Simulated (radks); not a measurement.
# Spin polarisation of the 3d shell in Ti⁺

An exercise on one series of results from a longer session: the logs are not shown, and one member is left open.

Method: scalar-relativistic Kohn-Sham, PBEsol, spin-polarised, spherical densities, finite nucleus. Code: radks (a radial shooting solver on a logarithmic mesh, Libxc functionals) version 1.

## What is computed

```
element            : titanium (Z = 22)
charge             : +1
electrons          : 21
configuration      : [Ar] 3d(up 1, down 1) 4s(up 0.5, down 0.5)
nuclear rms radius : 3.5921 fm
```

A shell typed twice in an input gives spin up, then spin down.

Set-up of the first run:

Settings of this run:

```text
Z 22
configuration [Ar] 3d1 3d1 4s0.5 4s0.5
relativity scalar-relativistic
functional pbe_sol,pbe_sol
spin polarised
nucleus finite rms 3.5921 fm
c 137.035999084
```

Steps of the session up to this table: No moment.

One table of the session follows, with a row left open; its other results are not shown here.

From the orbitals of this run (lengths in bohr):

```
level      <r>  outermost maximum (interpolated)  90 % within  nodes
   1s  0.06965                            0.0456        0.124      0
   2s   0.3253                             0.269        0.505      1
   2p   0.2901                             0.220        0.477      0
   3s        ?                                 ?            ?      ?
   3p    1.086                             0.902         1.68      1
   3d    1.518                             0.979         2.65      0
   4s    3.180                              2.75         4.70      3
```

**Question.** Estimate the row for 3s.

The run gave: <r>: 1.008; outermost maximum (interpolated): 0.870; 90 % within: 1.51; nodes: 2. In the column «<r>» it lies between 2s (0.3253) and 3p (1.086).
